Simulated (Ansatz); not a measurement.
# CH3Ga (triplet): from Hartree-Fock to the top rungs at distance C1–Ga2 = 1.956 Å, cc-pVDZ

An exercise on one series of results from a longer session: the logs are not shown, and one member is left open.

Method: cc-pVDZ, core rule «outside noble gas», up to 15 orbitals frozen; program: Ansatz 0.2.0, Gaussian basis.

Plan: UHF; CCSD(T) on ROHF; CCSD(T) on UHF; BCCD(T) on ROHF; CISD; CCSDT(Q) on ROHF; CCSDT(Q) on UHF; CASSCF and MRCISD+Q, 4 electrons in 4 orbitals; CASSCF and NEVPT2, 4 electrons in 4 orbitals.

24 further runs of the same task are left out: 4 for a known fault of the program, 1 for a mislabelled method, 15 that didn't finish, 4 set aside as unsound or not needed.

**The system**

The geometry derives from a PBE0/def2-TZVP stationary point (not a proven minimum). One bond is set to the value named and the two fragments are kept rigid. No spin-orbit coupling is included. The filled d shell of Ga may be among the frozen orbitals whatever the setting's name suggests; the logs give the count.

5 atoms, charge 0, spin multiplicity 3.

Atoms are counted from 1 here; the program's logs count them from 0.

Bond lengths: C1–Ga2 1.956 Å, C1–H3 1.090 Å, C1–H4 1.087 Å, Ga2–H5 1.596 Å. Angles: Ga2–C1–H3 122.8°, Ga2–C1–H4 123.5°, H3–C1–H4 113.7°, C1–Ga2–H5 119.5°.

Set-up of the first run:

in.yaml reads:

```yaml
crystal:
  periodic: [false, false, false]
  atoms:
    - {symbol: C, position_ang: [0.000000, 0.082980, 1.625733]}
    - {symbol: Ga, position_ang: [0.000000, -0.036718, -0.326926]}
    - {symbol: H, position_ang: [0.000000, 1.033629, 2.158538]}
    - {symbol: H, position_ang: [0.000000, -0.785147, 2.279606]}
    - {symbol: H, position_ang: [0.000000, 1.302631, -1.195794]}
basis:
  gaussian: {orbitals: cc-pVDZ}
magnetization: {spin_polarized: true, initial_magnetization: 2}
hamiltonian: {xc: hf}
output: {orbitals: {seedname: orbitals}}
```

The run is started by

```console
ansatz run in.yaml --threads 1 --pin off --events-out ev --progress --plain --max-ram 2393MiB
```

Among the steps run: UHF; CCSD(T) on ROHF; CCSD(T) on UHF; BCCD(T) on ROHF; CISD; CCSDT(Q) on ROHF; CCSDT(Q) on UHF; CASSCF and MRCISD+Q, 4 electrons in 4 orbitals; CASSCF and NEVPT2, 4 electrons in 4 orbitals.

One of the session's tables, all rows but one given; the rest of the session is left out.

```
   method  from UCCSDT(Q) (meV)
     ROHF               +5612.9
      UHF               +5485.9
     RMP2                     ?
     UMP2               +1014.0
    RCCSD                +168.9
    UCCSD                +159.1
 RCCSD(T)                 +38.5
 UCCSD(T)                 +31.6
  BCCD(T)                 +38.4
   RCCSDT                 +14.7
   UCCSDT                  +7.3
RCCSDT(Q)                  +7.5
UCCSDT(Q)                     0
```

**Question.** Estimate the row for RMP2.

**Answer.** from UCCSDT(Q) (meV): +1012.2. In the column «from UCCSDT(Q) (meV)» it lies between RCCSD (+168.9) and UMP2 (+1014.0).

Not comparable, so not listed: CISD; CASSCF and MRCISD+Q, 4 electrons in 4 orbitals (they don't share determinant, frozen orbitals or solution with the rows shown, or repeat one).

To keep in mind: Left out of the table: CASSCF pair, NEVPT2 pair (the active space lost an orbital or holds another state than full CI finds). Restricted and unrestricted rows rest on different reference determinants; where their highest levels disagree by more than a few hundredths of an eV, they describe different states and don't form one ladder. Warnings in the runs' records: passed over end.
